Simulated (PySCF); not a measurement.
**Pd⁺: dipole response in def2-TZVPPD with ECP28**

Aim: the static polarisability and the C₆ coefficient of Pd⁺, method by method.

Program: PySCF 2.14.0. Level of theory: unrestricted determinants in a Gaussian basis, no spin-orbit coupling in the energies. These are calculated values, not measurements, unless marked.

### 1 Starting point

- Element: palladium (Z = 46)
- Basis: def2-TZVPPD with the def2 core potential (28 electrons)
- Hamiltonian: a scalar-relativistic core potential
- State 1: Pd⁺: [Kr] 4d9, 2D determinant
- Methods: UHF, PBE, PBE0, BLYP, r2SCANh

The outer shells:

Pd+ [Kr] 4d9
```
[Kr] core
4d [↑↓][↑↓][↑↓][↑↓][↑ ]
```

The runs were made by one driver on top of PySCF. The scripts below sum up each run's settings (the driver also hands on starting orbitals that pick excited configurations, and frozen orbitals as a list rather than a count), and the logs come from the driver's own runs. The driver starts from symmetry-adapted Hartree-Fock orbitals, holds the occupation by maximum overlap and uses a logarithmic radial grid for functionals, so a plain start would take other cycles.

It was started by

```sh
$ OMP_NUM_THREADS=1 python atomrun2.py TASK.json OUT
```

The integrals over 56 functions and the set-up took 0.18 s of CPU time.

### 2 Pd⁺

**UHF**

input.py

```python
from pyscf import gto, scf, dft, mp, cc
import basis_set_exchange as bse
txt = bse.get_basis("def2-TZVPPD", elements=["Pd"], fmt="nwchem", header=False)
cut = txt.index("\nECP")
mol = gto.M(atom="Pd 0 0 0", charge=1, spin=1, symmetry="D2h",
            basis=gto.basis.parse(txt[:cut]),
            ecp={"Pd": gto.basis.parse_ecp(txt[cut:])})
mf = scf.UHF(mol)
mf.irrep_nelec = {'Ag': (3, 2), 'B1g': (1, 1), 'B2g': (1, 1), 'B3g': (1, 1), 'B1u': (1, 1), 'B2u': (1, 1), 'B3u': (1, 1)}
mf.kernel()
```

Standard output:

```text
damping factor = 0
level_shift factor = 0
DIIS = <class 'pyscf.scf.diis.CDIIS'>
diis_start_cycle = 1
diis_space = 10
diis_damp = 0
SCF conv_tol = 1e-09
SCF conv_tol_grad = None
number electrons alpha = 9  beta = 8
cycle= 1 E= -126.801039902648  delta_E= -0.00584  |g|= 0.0288  |ddm|= 0.0459
cycle= 2 E= -126.80130919588  delta_E= -0.000269  |g|= 0.00756  |ddm|= 0.0171
cycle= 3 E= -126.801378147274  delta_E= -6.9e-05  |g|= 0.00322  |ddm|= 0.0142
cycle= 4 E= -126.801404350618  delta_E= -2.62e-05  |g|= 0.0022  |ddm|= 0.00904
cycle= 5 E= -126.801424912381  delta_E= -2.06e-05  |g|= 0.000808  |ddm|= 0.0134
cycle= 6 E= -126.801427464545  delta_E= -2.55e-06  |g|= 0.000316  |ddm|= 0.00483
cycle= 7 E= -126.801427897604  delta_E= -4.33e-07  |g|= 0.000105  |ddm|= 0.00202
cycle= 8 E= -126.801427946389  delta_E= -4.88e-08  |g|= 2.56e-05  |ddm|= 0.000659
cycle= 9 E= -126.801427948315  delta_E= -1.93e-09  |g|= 4.38e-06  |ddm|= 0.00013
cycle= 10 E= -126.801427948339  delta_E= -2.34e-11  |g|= 9.14e-07  |ddm|= 1.22e-05
converged SCF energy = -126.801427948339  <S^2> = 0.75626248  2S+1 = 2.0062527
```

Time after the integrals: 2.3 s (1 thread of Neoverse-V1, shared host).

Orbital energies by shell (radii are means over both spins):

```tsv
shell	electrons	mean orbital energy (eV)	spread (eV)	rms radius (bohr)
4s α	1	-118.91	0	1.02
4s β	1	-116.92	0	1.02
4p α	3	-79.458	1.651	1.12
4p β	3	-76.985	1.258	1.12
4d α	5	-21.174	1.996	1.59
4d β	4	-20.091	1.471	1.59
```

⟨S²⟩ = 0.756, ⟨L²⟩ = 6.04.

The driver then solved the coupled dipole response at imaginary frequencies: mean α = 7.986 bohr³ (xx, yy, zz: 7.679, 7.679, 8.602), C₆ = 39.40 au for a like pair.

Energies and moments cover only the electrons outside the core potential.

**PBE**

input.py differs from the last one in:

```diff
@@ -7,3 +7,3 @@
             ecp={"Pd": gto.basis.parse_ecp(txt[cut:])})
-mf = scf.UHF(mol)
+mf = dft.UKS(mol, xc="PBE")
 mf.irrep_nelec = {'Ag': (3, 2), 'B1g': (1, 1), 'B2g': (1, 1), 'B3g': (1, 1), 'B1u': (1, 1), 'B2u': (1, 1), 'B3u': (1, 1)}
```

Standard output:

```text
damping factor = 0
level_shift factor = 0
DIIS = <class 'pyscf.scf.diis.CDIIS'>
diis_start_cycle = 1
diis_space = 10
diis_damp = 0
SCF conv_tol = 1e-09
SCF conv_tol_grad = None
number electrons alpha = 9  beta = 8
XC functionals = PBE
    J. P. Perdew, K. Burke, and M. Ernzerhof.,  Phys. Rev. Lett. 77, 3865 (1996)
    J. P. Perdew, K. Burke, and M. Ernzerhof.,  Phys. Rev. Lett. 78, 1396 (1997)
    J. P. Perdew, K. Burke, and M. Ernzerhof.,  Phys. Rev. Lett. 77, 3865 (1996)
    J. P. Perdew, K. Burke, and M. Ernzerhof.,  Phys. Rev. Lett. 78, 1396 (1997)
cycle= 1 E= -127.556873714072  delta_E= -0.00585  |g|= 0.117  |ddm|= 0.25
cycle= 2 E= -127.552758706121  delta_E= 0.00412  |g|= 0.171  |ddm|= 0.162
cycle= 3 E= -127.561354381729  delta_E= -0.0086  |g|= 0.00596  |ddm|= 0.0864
cycle= 4 E= -127.56136710422  delta_E= -1.27e-05  |g|= 0.000808  |ddm|= 0.00838
cycle= 5 E= -127.561367489504  delta_E= -3.85e-07  |g|= 0.000202  |ddm|= 0.00167
cycle= 6 E= -127.561367517851  delta_E= -2.83e-08  |g|= 1.71e-05  |ddm|= 0.000609
cycle= 7 E= -127.561367518028  delta_E= -1.77e-10  |g|= 8.67e-07  |ddm|= 4.61e-05
converged SCF energy = -127.561367518028  <S^2> = 0.75508086  2S+1 = 2.0050744
```

Time after the integrals: 5 s (1 thread of Neoverse-V1, shared host).

The driver then solved the coupled dipole response at imaginary frequencies: mean α = 9.682 bohr³ (xx, yy, zz: 9.439, 9.439, 10.17), C₆ = 46.64 au for a like pair.

**PBE0**

input.py differs from the last one in:

```diff
@@ -7,3 +7,3 @@
             ecp={"Pd": gto.basis.parse_ecp(txt[cut:])})
-mf = dft.UKS(mol, xc="PBE")
+mf = dft.UKS(mol, xc="PBE0")
 mf.irrep_nelec = {'Ag': (3, 2), 'B1g': (1, 1), 'B2g': (1, 1), 'B3g': (1, 1), 'B1u': (1, 1), 'B2u': (1, 1), 'B3u': (1, 1)}
```

Standard output:

```text
damping factor = 0
level_shift factor = 0
DIIS = <class 'pyscf.scf.diis.CDIIS'>
diis_start_cycle = 1
diis_space = 10
diis_damp = 0
SCF conv_tol = 1e-09
SCF conv_tol_grad = None
number electrons alpha = 9  beta = 8
XC functionals = PBE0
    C. Adamo and V. Barone.,  J. Chem. Phys. 110, 6158 (1999)
    M. Ernzerhof and G. E. Scuseria.,  J. Chem. Phys. 110, 5029 (1999)
cycle= 1 E= -127.55032343246  delta_E= -0.00546  |g|= 0.0569  |ddm|= 0.143
cycle= 2 E= -127.550213280079  delta_E= 0.00011  |g|= 0.0609  |ddm|= 0.0602
cycle= 3 E= -127.551254219727  delta_E= -0.00104  |g|= 0.00303  |ddm|= 0.0319
cycle= 4 E= -127.551263952046  delta_E= -9.73e-06  |g|= 0.000924  |ddm|= 0.00667
cycle= 5 E= -127.551267902049  delta_E= -3.95e-06  |g|= 0.000332  |ddm|= 0.00631
cycle= 6 E= -127.551268492905  delta_E= -5.91e-07  |g|= 3.54e-05  |ddm|= 0.0034
cycle= 7 E= -127.551268496063  delta_E= -3.16e-09  |g|= 5.37e-06  |ddm|= 0.000194
cycle= 8 E= -127.551268496112  delta_E= -4.87e-11  |g|= 6.82e-07  |ddm|= 2.18e-05
converged SCF energy = -127.551268496112  <S^2> = 0.75449576  2S+1 = 2.0044907
```

It took 6.9 s on 1 thread of Neoverse-V1, shared host, the integrals not counted.

The driver then solved the coupled dipole response at imaginary frequencies: mean α = 9.052 bohr³ (xx, yy, zz: 8.781, 8.781, 9.594), C₆ = 44.12 au for a like pair.

**BLYP**

input.py differs from the last one in:

```diff
@@ -7,3 +7,3 @@
             ecp={"Pd": gto.basis.parse_ecp(txt[cut:])})
-mf = dft.UKS(mol, xc="PBE0")
+mf = dft.UKS(mol, xc="BLYP")
 mf.irrep_nelec = {'Ag': (3, 2), 'B1g': (1, 1), 'B2g': (1, 1), 'B3g': (1, 1), 'B1u': (1, 1), 'B2u': (1, 1), 'B3u': (1, 1)}
```

Standard output:

```text
damping factor = 0
level_shift factor = 0
DIIS = <class 'pyscf.scf.diis.CDIIS'>
diis_start_cycle = 1
diis_space = 10
diis_damp = 0
SCF conv_tol = 1e-09
SCF conv_tol_grad = None
number electrons alpha = 9  beta = 8
XC functionals = BLYP
    A. D. Becke.,  Phys. Rev. A 38, 3098 (1988)
    C. Lee, W. Yang, and R. G. Parr.,  Phys. Rev. B 37, 785 (1988)
    B. Miehlich, A. Savin, H. Stoll, and H. Preuss.,  Chem. Phys. Lett. 157, 200 (1989)
cycle= 1 E= -127.516439421818  delta_E= -0.00682  |g|= 0.134  |ddm|= 0.297
cycle= 2 E= -127.510143947004  delta_E= 0.0063  |g|= 0.205  |ddm|= 0.199
cycle= 3 E= -127.522592271697  delta_E= -0.0124  |g|= 0.00844  |ddm|= 0.103
cycle= 4 E= -127.522620961226  delta_E= -2.87e-05  |g|= 0.00118  |ddm|= 0.0126
cycle= 5 E= -127.522621541757  delta_E= -5.81e-07  |g|= 0.000158  |ddm|= 0.00137
cycle= 6 E= -127.522621560727  delta_E= -1.9e-08  |g|= 1.8e-05  |ddm|= 0.000507
cycle= 7 E= -127.522621560981  delta_E= -2.55e-10  |g|= 9.1e-07  |ddm|= 6.57e-05
converged SCF energy = -127.522621560981  <S^2> = 0.75344554  2S+1 = 2.0034426
```

It took 5 s on 1 thread of Neoverse-V1, shared host, the integrals not counted.

The driver then solved the coupled dipole response at imaginary frequencies: mean α = 9.843 bohr³ (xx, yy, zz: 9.630, 9.630, 10.27), C₆ = 46.94 au for a like pair.

**r2SCANh**

input.py differs from the last one in:

```diff
@@ -7,3 +7,3 @@
             ecp={"Pd": gto.basis.parse_ecp(txt[cut:])})
-mf = dft.UKS(mol, xc="BLYP")
+mf = dft.UKS(mol, xc="HYB_MGGA_XC_R2SCANH")
 mf.irrep_nelec = {'Ag': (3, 2), 'B1g': (1, 1), 'B2g': (1, 1), 'B3g': (1, 1), 'B1u': (1, 1), 'B2u': (1, 1), 'B3u': (1, 1)}
```

Standard output:

```text
damping factor = 0
level_shift factor = 0
DIIS = <class 'pyscf.scf.diis.CDIIS'>
diis_start_cycle = 1
diis_space = 10
diis_damp = 0
SCF conv_tol = 1e-09
SCF conv_tol_grad = None
number electrons alpha = 9  beta = 8
XC functionals = HYB_MGGA_XC_R2SCANH
    M. Bursch, H. Neugebauer, S. Ehlert, and S. Grimme.,  J. Chem. Phys. 156, 134105 (2022)
cycle= 1 E= -127.575851184351  delta_E= -0.00582  |g|= 0.0423  |ddm|= 0.152
cycle= 2 E= -127.575836514485  delta_E= 1.47e-05  |g|= 0.0449  |ddm|= 0.0483
cycle= 3 E= -127.576414218871  delta_E= -0.000578  |g|= 0.00409  |ddm|= 0.0251
cycle= 4 E= -127.576428966866  delta_E= -1.47e-05  |g|= 0.00123  |ddm|= 0.00897
cycle= 5 E= -127.576434814909  delta_E= -5.85e-06  |g|= 0.000375  |ddm|= 0.00933
cycle= 6 E= -127.576435289002  delta_E= -4.74e-07  |g|= 2.65e-05  |ddm|= 0.00344
cycle= 7 E= -127.576435289359  delta_E= -3.57e-10  |g|= 3.58e-06  |ddm|= 3.57e-05
converged SCF energy = -127.576435289359  <S^2> = 0.75958387  2S+1 = 2.009561
```

Time after the integrals: 19 s (1 thread of Neoverse-V1, shared host).

The driver then solved the coupled dipole response at imaginary frequencies: mean α = 9.124 bohr³ (xx, yy, zz: 8.802, 8.802, 9.767), C₆ = 45.11 au for a like pair.

Radial density 4πr²ρ of Pd⁺ at UHF, the electrons outside the core potential:

```tsv
r (bohr)	density	spin density
0.0339	1.07e-05	0.000
0.0569	4.96e-05	0.000
0.0958	0.000378	0.000
0.161	0.00463	0.000
0.271	0.0823	0.005
0.456	1.98	0.086
0.767	14.5	0.590
1.29	11.8	0.760
2.17	2.22	0.194
3.65	0.139	0.006
6.14	0.000987	0.000
```

### 3 The response side by side

Pd⁺, in atomic units:

```tsv
method	mean α	C₆ (like pair)	S(−4)
UHF	7.986	39.40	30.76
PBE	9.682	46.64	57.29
PBE0	9.052	44.12	45.81
BLYP	9.843	46.94	61.33
r2SCANh	9.124	45.11	45.38
```

α(iu) at r2SCANh:

```tsv
u (hartree)	α(iu) (bohr³)
0	9.124
0.0500	9.013
0.100	8.704
0.200	7.743
0.300	6.719
0.500	5.185
0.750	4.085
1.00	3.416
1.50	2.552
2.00	1.963
3.00	1.216
5.00	0.5576
```

### 4 What came out

| quantity | value |
| --- | --- |
| α of Pd⁺ | 7.986 (UHF) to 9.843 (BLYP) bohr³ |

A single London oscillator with the computed α and C₆ of Pd⁺ at UHF would have ω = 4 C₆ / (3 α²) = 0.824 hartree. The basis is finite, and no extrapolation was made.
